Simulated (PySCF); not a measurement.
# C5H8Si: the cost of one run

Programs: PySCF 2.14.0, with density-fitted response routines of our own. Each step states its level of theory. These are calculated values for one molecule in the gas phase, unless marked as measured. Atoms are numbered from 0 throughout.

## Step 1: Starting geometry

14 atoms, charge 0, multiplicity 1; geometry from: GFN2-xTB. The atoms were then displaced at random by about 0.01 Å, so the start is not that level's minimum.

Bonds of the start (Å): C0–C1 1.19, C1–C2 1.41, C2–C3 1.30, C2–Si4 1.92, Si4–C5 1.90, C0–H6 1.07, C3–H7 1.10, C3–H8 1.06, Si4–H9 1.49, Si4–H10 1.45, C5–H11 1.10, C5–H12 1.09, C5–H13 1.09.

## Step 2: Geometry optimisation at PBE0-D3(BJ)/def2-SVP

What the job is given:

```
{"job": {"xc": "PBE0", "basis": "def2-SVP", "d3": "d3bj", "grid": 1, "shake": 0.01, "kind": "geom"}, "charge": 0, "multiplicity": 1}
C     -1.260450     1.937430     1.444200
C     -1.164910     1.049230     0.661510
C     -0.985400    -0.036850    -0.223490
C     -1.763040    -0.231950    -1.242100
Si     0.528710    -1.153310     0.136690
C      2.108510    -0.107430    -0.042070
H     -1.395260     2.762360     2.106000
H     -2.619150     0.421890    -1.442030
H     -1.661570    -1.055860    -1.895620
H      0.419390    -1.666300     1.527890
H      0.508250    -2.254350    -0.811570
H      3.001540    -0.709550     0.170550
H      2.179910     0.299430    -1.054750
H      2.096310     0.730180     0.657030
```

The run is started by

```sh
$ OMP_NUM_THREADS=1 python probes_run.py task.json out
```

This one command runs all jobs of the session in turn.

**Question.** How long does this first job take on 1 thread of Arm Neoverse V1, shared host, and how much memory does it need?

About 39 s, with a peak of 0.51 GiB.
